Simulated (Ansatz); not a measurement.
**Relaxation of Na5RuSO2**

Aim: in Na5RuSO2, a structure type of another compound, with these elements put in, relax cell and atoms, then read levels, charges and fields where it ends.

Computed, not measured: Ansatz 0.2.0, DFT, PBE, no spin polarisation, plane waves, PAW.

## 1. The system as given

The structure is tetragonal, space group P4/mmm (No. 123). The conventional cell has a = 4.598 Å, b = 4.598 Å, c = 8.057 Å, α = 90.00°, β = 90.00°, γ = 90.00°. Na (site symmetry 4/mmm) is surrounded by 2 O at 2.27 Å and 8 Na at 3.03 Å and 4 S at 3.25 Å. Around S (site symmetry 4/mmm) lie 12 Na at 3.03 to 3.25 Å. Around Na (site symmetry 2mm) lie 2 O at 2.32 Å and 2 Na at 3.03 Å and 2 S at 3.03 Å. Ru (site symmetry 4/mmm) has 2 O at 1.76 Å as nearest neighbours. O (site symmetry 4mm) has 1 Ru at 1.76 Å and 5 Na at 2.27 to 2.32 Å as nearest neighbours.

In its conventional cell, by symmetry (the run takes the cell typed in the input):

```cif
data_structure
_symmetry_space_group_name_H-M 'P4/mmm'
_symmetry_Int_Tables_number 123
_cell_length_a 4.5983
_cell_length_b 4.5983
_cell_length_c 8.0565
_cell_angle_alpha 90.000
_cell_angle_beta 90.000
_cell_angle_gamma 90.000
_cell_volume 170.35
loop_
_atom_site_label
_atom_site_type_symbol
_atom_site_symmetry_multiplicity
_atom_site_Wyckoff_symbol
_atom_site_fract_x
_atom_site_fract_y
_atom_site_fract_z
_atom_site_occupancy
Na1 Na 1 b 0.00000 0.00000 0.50000 1
S1 S 1 d 0.50000 0.50000 0.50000 1
Na2 Na 4 i 0.00000 0.50000 0.25580 1
Ru1 Ru 1 a 0.00000 0.00000 0.00000 1
O1 O 2 g 0.00000 0.00000 0.21870 1
```

It starts from an earlier solution of the starting cell (checkpoint.read).

## 2. The relaxation

Input file input.yaml:

```yaml
crystal:
  lattice:
    - [4.598281, 0.0, 0.0]
    - [0.0, 4.598281, 0.0]
    - [0.0, 0.0, 8.056517]
  atoms:
    - { symbol: Na, position: [0.0, 0.0, 0.5] }
    - { symbol: S, position: [0.5, 0.5, 0.5] }
    - { symbol: Na, position: [0.0, 0.5, 0.2558] }
    - { symbol: Na, position: [0.5, 0.0, 0.2558] }
    - { symbol: Na, position: [0.0, 0.5, 0.7442] }
    - { symbol: Na, position: [0.5, 0.0, 0.7442] }
    - { symbol: Ru, position: [0.0, 0.0, 0.0] }
    - { symbol: O, position: [0.0, 0.0, 0.2187] }
    - { symbol: O, position: [0.0, 0.0, 0.7813] }
  symmetry: { tolerance: 0.0003 }
kpoints:
  mp_grid: { grid: [7, 7, 4], shift: [0, 0, 0] }
magnetization:
  spin_polarized: false
scf:
  occupations: { method: gaussian, width: 0.0571 }
  lower_state_search: "off"
hamiltonian:
  pseudopotentials: { kind: paw }
  xc: pbe
basis:
  ecutwfc: 420
  fft_grid_basis: typed
relax:
  max_steps: 80
  cell: { p_target: 0.0 }
  f_tol: 0.03
output:
  forces: true
  stress: true
  eigenvalues: true
  populations: true
  elf: true
  write_potential: true
  volumetric_format: npy
  dos:
    e_range: [-12, 8]
    de: 0.05
    projected: { site_lists: { Na: [Na], O: [O], Ru: [Ru], S: [S] } }
  bader: false
checkpoint:
  read: saved_state
```

Command:

```
> ansatz run input.yaml --threads 2 --pin off --max-ram 3584MiB --backend cpu --events-out ev --progress --plain --runs-dir out
```

Before running it: what results should come out? Wanted: moves; energy gained; largest move; cell; volume; pressure at the end; character.

**Answer**, as computed:

```
                                                 quantity                                                                      value
                                                    moves                                                                          5
                                            energy gained                                                              38.0 meV/atom
                                             largest move                                                                0.09 Å (Na)
                     space group (0.01 Å), before / after                                                            P4/mmm / P4/mmm
                                                     cell  a = 4.727 Å, b = 4.727 Å, c = 8.132 Å, α = 90.00°, β = 90.00°, γ = 90.00°
                                                   volume                                                     20.19 Å³/atom (+6.7 %)
                                      pressure at the end                                                                   0.01 GPa
           formation energy (elements from separate runs)                                                              -0.84 eV/atom
                                                character                                                                      metal
density of states, mean within 0.25 eV of the Fermi level                                                          8 per eV per cell
```

In words: The volume grew by 6.7 %, and the largest move of an atom is 0.09 Å apart from the change of the cell; the energy fell by 38.0 meV per atom. The run held to 16 symmetry operations, so a lower structure without them is not ruled out. Bands cross the Fermi level: a metal; within 0.25 eV of the Fermi level the density of states averages 8 per eV per cell, mostly Ru d (67 %) and O p (29 %), but it varies sharply: 26 at the Fermi level itself, on this mesh. Set against separate runs on the elements (Na bcc, alpha-S8 (Fddd), Ru hcp, O2 molecule), it forms at -0.84 eV per atom, so it holds against falling apart into elements.

Limits of this run: an odd count of electrons without spin polarisation forces a partly filled band.
